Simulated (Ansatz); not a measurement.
# YAl3: the cost of one run

Program: Ansatz 0.2.0. Level of theory: DFT PBEsol, scalar-relativistic, plane waves, PAW. These are calculated values, not measurements.

1 further run of the same task is left out (it didn't finish).

## Step 1: The starting structure

Symmetry: Pm-3m, No. 221, cubic system. The conventional cell has a = 4.240 Å, b = 4.240 Å, c = 4.240 Å, α = 90.00°, β = 90.00°, γ = 90.00°. Y (site symmetry m-3m) is surrounded by 12 Al at 3.00 Å. Al (site symmetry 4/mmm) has 4 Y at 3.00 Å and 8 Al at 3.00 Å as nearest neighbours.

As a file:

```cif
data_structure
_symmetry_space_group_name_H-M 'P 1'
_symmetry_Int_Tables_number 1
_cell_length_a 4.2400
_cell_length_b 4.2400
_cell_length_c 4.2400
_cell_angle_alpha 90.000
_cell_angle_beta 90.000
_cell_angle_gamma 90.000
_cell_volume 76.23
loop_
_atom_site_label
_atom_site_type_symbol
_atom_site_fract_x
_atom_site_fract_y
_atom_site_fract_z
_atom_site_occupancy
Y1 Y 0.00000 0.00000 0.00000 1
Al1 Al 0.00000 0.50000 0.50000 1
Al2 Al 0.50000 0.50000 0.00000 1
Al3 Al 0.50000 0.00000 0.50000 1
```

Source of the structure: the Materials Project (structure only).

(A quick probe on a coarse mesh, which set the mesh and smearing, is not shown.)

## Step 3: Full relaxation

Input file input.yaml:

```yaml
crystal:
  lattice:
    - [4.24003056, 0.0, 0.0]
    - [0.0, 4.24003056, 0.0]
    - [0.0, 0.0, 4.24003056]
  atoms:
    - { symbol: "Y", position: [0.0, 0.0, 0.0] }
    - { symbol: Al, position: [0.0, 0.5, 0.5] }
    - { symbol: Al, position: [0.5, 0.5, 0.0] }
    - { symbol: Al, position: [0.5, 0.0, 0.5] }
basis:
  ecutwfc: 420
kpoints:
  mp_grid: { grid: [10, 10, 10] }
hamiltonian:
  xc: pbesol
scf:
  occupations: { method: gaussian, width: 0.1 }
output:
  forces: true
  stress: true
  eigenvalues: true
  write_density: true
  write_potential: true
  elf: true
  volumetric_format: npy
relax:
  adjacent_minimum: "off"
  f_tol: 0.005
  max_steps: 80
  cell: { stress_tol: 0.05 }
```

Command:

```bash
$ ansatz run input.yaml --threads 2 --pin off --max-ram 5120MiB --backend cpu --events-out ev --progress --plain --runs-dir out
```

**Question.** How long does this run take on 2 threads of AMD EPYC 7R43 (Zen 3), shared host, and how much memory does it need?

About 10 s, with a peak of 0.44 GiB.
